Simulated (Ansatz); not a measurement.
# B₂O₃: how energies converge with the basis set

Aim: see how fast density functionals converge with the basis set for B₂O₃.

The runs use Ansatz 0.2.0, Gaussian basis; one geometry, several basis sets.

Levels to be run: PBE0-D4/def2-SVP; ωB97M-V/def2-SVP; PBE0-D4/def2-QZVPP; ωB97M-V/def2-QZVPP; the functionals' def2-TZVPP values are taken from earlier runs.

## Step 1: Structure used throughout

The geometry comes from an earlier relaxation with PBE0-D4 in a triple-zeta def2 set; it is a stationary point.

SMILES `O=BOB=O`, 5 atoms, charge 0, spin multiplicity 1.

Atoms are counted from 1 here; the program's logs count them from 0.

Bond lengths: O1–B2 1.205 Å, B2–O3 1.322 Å, O3–B4 1.322 Å, B4–O5 1.205 Å. Angles: O1–B2–O3 177.8°, B2–O3–B4 141.5°, O3–B4–O5 177.8°.

## Step 2: PBE0-D4 in def2-SVP

The input, in.yaml:

```yaml
crystal:
  periodic: [false, false, false]
  atoms:
    - {symbol: O, position_ang: [-0.948529, 0.503264, -2.166876]}
    - {symbol: B, position_ang: [-0.473998, 0.055122, -1.154457]}
    - {symbol: O, position_ang: [0.045158, -0.483547, -0.064502]}
    - {symbol: B, position_ang: [0.483929, -0.161523, 1.140266]}
    - {symbol: O, position_ang: [0.893440, 0.086684, 2.245568]}
basis:
  gaussian: {orbitals: def2-SVP}
hamiltonian: {xc: pbe0, dispersion: d4}
output: {orbitals: {seedname: orbitals}}
```

Launch:

```
$ ansatz run in.yaml --threads 4 --pin off --events-out ev --progress --plain --max-ram 10444MiB
```

Further steps of the session: ωB97M-V in def2-SVP; PBE0-D4 in def2-QZVPP; ωB97M-V in def2-QZVPP.

Before running them: what should the planned runs give, taken together? Wanted: PBE0-D4: double and triple zeta above quadruple; ωB97M-V: double and triple zeta above quadruple.

The runs gave:

| quantity | value |
| --- | --- |
| PBE0-D4: double and triple zeta above quadruple | 9.08, 0.44 eV |
| ωB97M-V: double and triple zeta above quadruple | 9.18, 0.41 eV |

For PBE0-D4 the step from double to triple zeta gains 8.64 eV and the next only 0.44 eV. These are total energies; as a rule much of such shifts cancels in differences, which this series doesn't test. The LUMO of ωB97M-V is positive and keeps falling with the basis (1.05 to 0.28 eV): an unbound level that the basis holds in place.
